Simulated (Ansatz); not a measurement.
# VN2: the cost of one run

Computed with Ansatz 0.2.0 (DFT PBEsol, scalar-relativistic, plane waves, PAW, unless a step's input says otherwise).

2 further runs of the same task are left out: 2 set aside as unsound or not needed.

## 1. The system as given

Symmetry: I4/mcm, No. 140, tetragonal system. The conventional cell has a = 4.261 Å, b = 4.261 Å, c = 4.911 Å, α = 90.00°, β = 90.00°, γ = 90.00°. Around V (site symmetry 422) lie 8 N at 2.11 Å. N (site symmetry m2m) is surrounded by 1 N at 1.38 Å.

Structure file:

```cif
data_structure
_symmetry_space_group_name_H-M 'P 1'
_symmetry_Int_Tables_number 1
_cell_length_a 3.8865
_cell_length_b 3.8865
_cell_length_c 3.8865
_cell_angle_alpha 113.522
_cell_angle_beta 113.522
_cell_angle_gamma 101.642
_cell_volume 44.57
loop_
_atom_site_label
_atom_site_type_symbol
_atom_site_fract_x
_atom_site_fract_y
_atom_site_fract_z
_atom_site_occupancy
V1 V 0.25000 0.25000 0.00000 1
V2 V 0.75000 0.75000 0.00000 1
N1 N 0.11426 0.61426 0.72852 1
N2 N 0.61426 0.88574 0.50000 1
N3 N 0.88574 0.38574 0.27148 1
N4 N 0.38574 0.11426 0.50000 1
```

It is the result of an earlier relaxation at this level (volume 7.43 Å³/atom; gap on the mesh: none (metal)).

## 2. Bands, states and charges

input.yaml

```yaml
crystal:
  lattice:
    - [-2.1303226045, 2.1303226045, 2.4552814625]
    - [2.1303226045, -2.1303226045, 2.4552814625]
    - [2.1303226045, 2.1303226045, -2.4552814625]
  atoms:
    - { symbol: V, position: [0.25, 0.25, 0.0] }
    - { symbol: V, position: [0.75, 0.75, 0.0] }
    - { symbol: "N", position: [0.1142608421, 0.6142608421, 0.7285216842] }
    - { symbol: "N", position: [0.6142608421, 0.8857391579, 0.5] }
    - { symbol: "N", position: [0.8857391579, 0.3857391579, 0.2714783158] }
    - { symbol: "N", position: [0.3857391579, 0.1142608421, 0.5] }
basis:
  ecutwfc: 420
kpoints:
  mp_grid: { grid: [12, 12, 12] }
  band_path:
    path:
      - [[0.0, 0.0, 0.0], [0.0, 0.0, 0.5], [0.25, 0.25, 0.25], [0.0, 0.5, 0.0], [0.0, 0.0, 0.0], [0.5, 0.5, -0.5], [0.43820371, 0.56179629, -0.43820371]]
      - [[-0.43820371, 0.43820371, 0.43820371], [0.0, 0.0, 0.0]]
      - [[0.0, 0.0, 0.5], [-0.37640743, 0.37640743, 0.5]]
      - [[0.5, 0.5, -0.37640743], [0.5, 0.5, -0.5]]
    npoints: 14
hamiltonian:
  xc: pbesol
scf:
  occupations: { method: gaussian, width: 0.1 }
  n_extra_bands: 15
output:
  forces: true
  stress: true
  eigenvalues: true
  populations: true
  dos: { projected: true, de: 0.02, nscf_kmesh: { grid: [18, 18, 18] } }
  bader: true
  write_density: true
  write_potential: true
  elf: true
  volumetric_format: npy
```

Command:

```console
$ ansatz run input.yaml --threads 1 --pin off --max-ram 2560MiB --backend cpu --events-out ev --progress --plain --runs-dir out
```

**Question.** How long does this run take on 1 thread of Intel Xeon 6975P-C (Granite Rapids), shared host, and how much memory does it need?

About 55 s, with a peak of 0.72 GiB.
